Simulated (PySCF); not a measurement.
# C8H7N: excited-state relaxation

Wanted: excited-state relaxation for C8H7N (`c1ccn2cccc2c1`).

Programs: PySCF 2.14.0, with routines of our own; each step states its level. All values are computed. Atoms count from 0.

### Step 1. The system as given

16 atoms, charge 0, multiplicity 1; geometry from: GFN2-xTB.

### Step 2. Relaxing the molecule at PBE/def2-SV(P)

Job settings and geometry (Å):

```
{"job": {"xc": "PBE", "basis": "def2-SV(P)", "grid": 1, "kind": "geom"}, "charge": 0, "multiplicity": 1}
C      2.159831    -0.391043     0.060767
C      1.920352     1.001880    -0.016998
C      0.649319     1.475887    -0.064439
N     -0.401640     0.615744    -0.038817
C     -1.728511     0.869218    -0.076989
C     -2.403877    -0.331834    -0.029453
C     -1.461027    -1.358632     0.040823
C     -0.207312    -0.765259     0.035293
C      1.108054    -1.258505     0.086449
H      3.175898    -0.751390     0.098983
H      2.750400     1.689164    -0.038729
H      0.411331     2.527757    -0.123691
H     -2.106855     1.870914    -0.135060
H     -3.470201    -0.448201    -0.044434
H     -1.656567    -2.410963     0.089383
H      1.253205    -2.325791     0.145503
```

The run is started by

```console
$ OMP_NUM_THREADS=1 python excited_run.py task.json out
```

This one command runs all jobs of the session in turn.

What it wrote:

```text
step   0  E = -363.06607789  max force = 0.018386
step   1  E = -363.07275320  max force = 0.003404
step   2  E = -363.07278904  max force = 0.000587
step   3  E = -363.07278085  max force = 0.001446
step   4  E = -363.07279114  max force = 0.000399
optimisation converged
```

It took 66 s on 1 thread of Arm Neoverse V1, shared host; peak memory 0.56 GiB.

The steps of the relaxation:

| step | energy from step 0 (eV) | largest force component (eV/Å) |
| --- | --- | --- |
| 0 | 0.0000 | 0.9454 |
| 1 | -0.1816 | 0.1750 |
| 2 | -0.1826 | 0.0302 |
| 3 | -0.1824 | 0.0744 |
| 4 | -0.1827 | 0.0205 |

Distances of close pairs at the start and the end, largest changes first:

| bond | before (Å) | after (Å) | change (Å) |
| --- | --- | --- | --- |
| N3–C7 | 1.397 | 1.425 | +0.028 |
| N3–C4 | 1.351 | 1.377 | +0.026 |
| C5–H13 | 1.073 | 1.098 | +0.026 |
| C6–H14 | 1.071 | 1.097 | +0.025 |
| C4–H12 | 1.072 | 1.097 | +0.025 |
| C1–H10 | 1.078 | 1.101 | +0.023 |
| C8–H15 | 1.079 | 1.102 | +0.023 |
| C0–H9 | 1.079 | 1.101 | +0.023 |

The next job starts from the end point, and lists it.

| at the end point | value |
| --- | --- |
| point group (found at 0.08 Å tolerance) | Cs |
| rotational constants (GHz, main isotopes) | 3.893, 1.658, 1.163 |
| dipole moment (D) | 1.09 |

### Step 3. Excited-state relaxation: TDA PBE/def2-SV(P)

Job settings and geometry (Å):

```
{"job": {"kind": "xopt", "state": "S1", "method": "TDA", "freq": false, "xc": "PBE", "basis": "def2-SV(P)", "grid": 1}, "charge": 0, "multiplicity": 1}
C      2.231311    -0.377325     0.331693
C      1.986527     1.030773     0.254278
C      0.697296     1.510944     0.206150
N     -0.369317     0.635988     0.231573
C     -1.720671     0.899641     0.192781
C     -2.400467    -0.320923     0.243563
C     -1.447193    -1.366237     0.314847
C     -0.172665    -0.773387     0.307917
C      1.161948    -1.257642     0.357281
H      3.265814    -0.753341     0.370487
H      2.821548     1.747600     0.232608
H      0.441256     2.579915     0.146249
H     -2.088383     1.931266     0.132543
H     -3.492987    -0.432984     0.229061
H     -1.643635    -2.444185     0.366758
H      1.318750    -2.346355     0.416602
```

Level: TDA PBE/def2-SV(P) excited-state geometry optimisation, gas phase.

What it wrote:

```text
final grid: 63864 points
cycle   1  E = -362.9824885376  dE =  1.235e+00  |g| = 5.583e-01  |ddm| = 4.941e+00
cycle   2  E = -362.7449615006  dE =  2.375e-01  |g| = 1.084e+00  |ddm| = 1.894e+00
cycle   3  E = -363.0449975311  dE = -3.000e-01  |g| = 3.097e-01  |ddm| = 1.465e+00
cycle   4  E = -363.0721314704  dE = -2.713e-02  |g| = 4.740e-02  |ddm| = 4.121e-01
cycle   5  E = -363.0722329683  dE = -1.015e-04  |g| = 4.367e-02  |ddm| = 1.041e-01
cycle   6  E = -363.0727727580  dE = -5.398e-04  |g| = 8.245e-03  |ddm| = 5.943e-02
cycle   7  E = -363.0727895140  dE = -1.676e-05  |g| = 2.607e-03  |ddm| = 1.244e-02
cycle   8  E = -363.0727911042  dE = -1.590e-06  |g| = 3.840e-04  |ddm| = 2.719e-03
cycle   9  E = -363.0727911390  dE = -3.482e-08  |g| = 1.283e-04  |ddm| = 5.553e-04
cycle  10  E = -363.0727911430  dE = -3.965e-09  |g| = 4.737e-05  |ddm| = 1.810e-04
cycle  11  E = -363.0727911433  dE = -3.221e-10  |g| = 3.267e-05  |ddm| = 8.019e-05
cycle  12  E = -363.0727911435  dE = -2.570e-10  |g| = 8.180e-06  |ddm| = 4.084e-05
converged SCF energy = -363.0727911435

vertical S1 at the ground-state geometry: 3.6181 eV
step    E(state)/Eh    max force   excitation/eV  root
  0    -362.93653774   0.071486     3.6160      1
  1    -362.94087188   0.028765     2.8893      1
  2    -362.94736708   0.030425     2.8702      1
  3    -362.95089056   0.030316     2.8090      1
  4    -362.95278066   0.012950     2.6074      1
  5    -362.95334227   0.010291     2.7978      1
  6    -362.95447774   0.003316     2.7635      1
  7    -362.95457011   0.002027     2.7467      1
  8    -362.95461616   0.000597     2.7515      1
  9    -362.95463232   0.000585     2.7577      1
 10    -362.95464155   0.000641     2.7601      1
 11    -362.95464139   0.000624     2.7582      1
 12    -362.95464634   0.000199     2.7584      1
optimisation converged
vertical emission 2.7584 eV, adiabatic 3.2149 eV, Stokes shift 0.8597 eV, reorganisation 0.4032 (excited) and 0.4564 eV (ground)
```

Wall time 4.6 min (1 thread of Arm Neoverse V1, shared host); peak memory 0.69 GiB.

Key values:

| quantity | value |
| --- | --- |
| vertical absorption, S1 | 3.62 eV |
| adiabatic energy, S1 | 3.21 eV |
| vertical emission, S1 | 2.76 eV |
| Stokes shift, S1 | 0.86 eV |
| geometry moved (RMSD), S1 | 0.044 Å |

Bonds of the start that changed most:

| bond | start (Å) | end (Å) |
| --- | --- | --- |
| C7–N3 | 1.425 | 1.338 |
| N3–C4 | 1.377 | 1.448 |
| C6–C7 | 1.406 | 1.463 |
| C1–C2 | 1.377 | 1.429 |
| C7–C8 | 1.421 | 1.453 |
| C8–C0 | 1.385 | 1.415 |

### Step 4. Excited-state relaxation: UKS PBE/def2-SV(P)

Settings changed since step 3:

```diff
@@ -1,2 +1,2 @@
-{"job": {"kind": "xopt", "state": "S1", "method": "TDA", "freq": false, "xc": "PBE", "basis": "def2-SV(P)", "grid": 1}, "charge": 0, "multiplicity": 1}
+{"job": {"kind": "xopt", "state": "T1", "method": "UKS", "freq": false, "xc": "PBE", "basis": "def2-SV(P)", "grid": 1}, "charge": 0, "multiplicity": 1}
 C      2.231311    -0.377325     0.331693
```

Level: UKS PBE/def2-SV(P) excited-state geometry optimisation, gas phase.

What it wrote:

```text
final grid: 63864 points
cycle   1  E = -362.9824885376  dE =  1.235e+00  |g| = 5.583e-01  |ddm| = 4.941e+00
cycle   2  E = -362.7449615006  dE =  2.375e-01  |g| = 1.084e+00  |ddm| = 1.894e+00
cycle   3  E = -363.0449975311  dE = -3.000e-01  |g| = 3.097e-01  |ddm| = 1.465e+00
cycle   4  E = -363.0721314704  dE = -2.713e-02  |g| = 4.740e-02  |ddm| = 4.121e-01
cycle   5  E = -363.0722329683  dE = -1.015e-04  |g| = 4.367e-02  |ddm| = 1.041e-01
cycle   6  E = -363.0727727580  dE = -5.398e-04  |g| = 8.245e-03  |ddm| = 5.943e-02
cycle   7  E = -363.0727895140  dE = -1.676e-05  |g| = 2.607e-03  |ddm| = 1.244e-02
cycle   8  E = -363.0727911042  dE = -1.590e-06  |g| = 3.840e-04  |ddm| = 2.719e-03
cycle   9  E = -363.0727911390  dE = -3.482e-08  |g| = 1.283e-04  |ddm| = 5.553e-04
cycle  10  E = -363.0727911430  dE = -3.965e-09  |g| = 4.737e-05  |ddm| = 1.810e-04
cycle  11  E = -363.0727911433  dE = -3.221e-10  |g| = 3.267e-05  |ddm| = 8.019e-05
cycle  12  E = -363.0727911435  dE = -2.570e-10  |g| = 8.180e-06  |ddm| = 4.084e-05
converged SCF energy = -363.0727911435

vertical T1 at the ground-state geometry: 2.7322 eV
step    E(state)/Eh    max force   <S^2>
  0    -362.96453976   0.106088    2.0119
  1    -362.97826434   0.019493    2.0137
  2    -362.98414805   0.005724    2.0133
  3    -362.98440086   0.006928    2.0131
  4    -362.98452994   0.005714    2.0128
  5    -362.98472271   0.002519    2.0130
  6    -362.98473416   0.002415    2.0130
  7    -362.98479966   0.000388    2.0129
  8    -362.98479957   0.000994    2.0129
  9    -362.98480492   0.000205    2.0129
optimisation converged
vertical emission 2.0651 eV, adiabatic 2.3942 eV, Stokes shift 0.6671 eV, reorganisation 0.3379 (excited) and 0.3292 eV (ground)
```

It took 3.4 min on 1 thread of Arm Neoverse V1, shared host; peak memory 0.6 GiB.

Key values:

| quantity | value |
| --- | --- |
| vertical gap at the ground-state geometry, T1 | 2.73 eV |
| adiabatic energy, T1 | 2.39 eV |
| vertical gap at the relaxed geometry, T1 | 2.07 eV |
| difference of the two gaps, T1 | 0.67 eV |
| geometry moved (RMSD), T1 | 0.033 Å |

Bonds of the start that changed most:

| bond | start (Å) | end (Å) |
| --- | --- | --- |
| C8–C0 | 1.385 | 1.474 |
| C1–C2 | 1.377 | 1.433 |
| C0–C1 | 1.431 | 1.378 |
| C7–N3 | 1.425 | 1.392 |
| C2–N3 | 1.380 | 1.406 |
| C6–C7 | 1.406 | 1.428 |

### Step 5. Results

| quantity | value |
| --- | --- |
| point group | Cs |
| rotational constants (main isotopes) | 3.89, 1.66, 1.16 GHz |
| vertical absorption, S1 (step 3, TDA PBE/def2-SV(P)) | 3.62 eV |
| adiabatic energy, S1 (step 3, TDA PBE/def2-SV(P)) | 3.21 eV |
| vertical emission, S1 (step 3, TDA PBE/def2-SV(P)) | 2.76 eV |
| Stokes shift, S1 (step 3, TDA PBE/def2-SV(P)) | 0.86 eV |
| vertical gap at the ground-state geometry, T1 (step 4, UKS PBE/def2-SV(P)) | 2.73 eV |
| adiabatic energy, T1 (step 4, UKS PBE/def2-SV(P)) | 2.39 eV |
| vertical gap at the relaxed geometry, T1 (step 4, UKS PBE/def2-SV(P)) | 2.07 eV |
| difference of the two gaps, T1 (step 4, UKS PBE/def2-SV(P)) | 0.67 eV |

**Reading.** Over 4 steps the energy fell by 0.183 eV; of the close pairs, N3–C7 changed most, 1.397 to 1.425 Å. Where no frequencies were run, the relaxed excited state may be a saddle. In step 3 (excited-state relaxation), among the bonds C7–N3 changes most, from 1.425 to 1.338 Å. In step 4 (excited-state relaxation), among the bonds C8–C0 changes most, from 1.385 to 1.474 Å. ΔSCF (UKS) and response values aren't on one footing and may follow different states, so their differences aren't method errors alone, and singlets and triplets from the two don't rank.
